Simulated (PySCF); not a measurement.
# Al2H6Se2 ((H2Al-mu-SeH)2): the cost of one run

Computed with PySCF 2.14.0, with density-fitted response routines of our own, on a single molecule in the gas phase. Atoms count from 0, in the outputs and in this text.

### Step 1. The starting structure

10 atoms, charge 0, multiplicity 1; geometry from: GFN2-xTB. The atoms were then displaced at random by about 0.03 Å, so the start is not that level's minimum.

Bonds of the start (Å): Al0–H1 1.64, Al0–H2 1.41, Al0–Se3 2.58, Al0–Se7 2.53, Se3–Al4 2.50, Se3–H8 1.54, Al4–H5 1.57, Al4–H6 1.57, Al4–Se7 2.44, Se7–H9 1.49.

### Step 2. Relaxing the molecule at PBE0-D3(BJ)/def2-SVP

What the job is given:

```
{"job": {"xc": "PBE0", "basis": "def2-SVP", "d3": "d3bj", "grid": 1, "maxiter": 40, "shake": 0.03, "kind": "geom"}, "charge": 0, "multiplicity": 1}
Al    -0.480510    -1.296960     0.920480
H     -2.073130    -0.916000     0.985950
H      0.117220    -2.426590     1.525980
Se     0.662760     0.902070     1.634700
Al     1.071570     0.877590    -0.830540
H      0.177660     2.045170    -1.377560
H      2.628360     0.737660    -0.989440
Se    -0.009570    -1.181570    -1.557550
H     -0.696810     1.576460     1.348350
H     -1.272890    -0.394590    -1.655960
```

The run is started by

```sh
> OMP_NUM_THREADS=1 python probes_run.py task.json out
```

The driver reads the jobs from task.json and runs them one after another.

**Question.** How long does this first job take on 1 thread of Arm Neoverse V1, shared host, and how much memory does it need?

About 2.4 min, with a peak of 0.52 GiB.
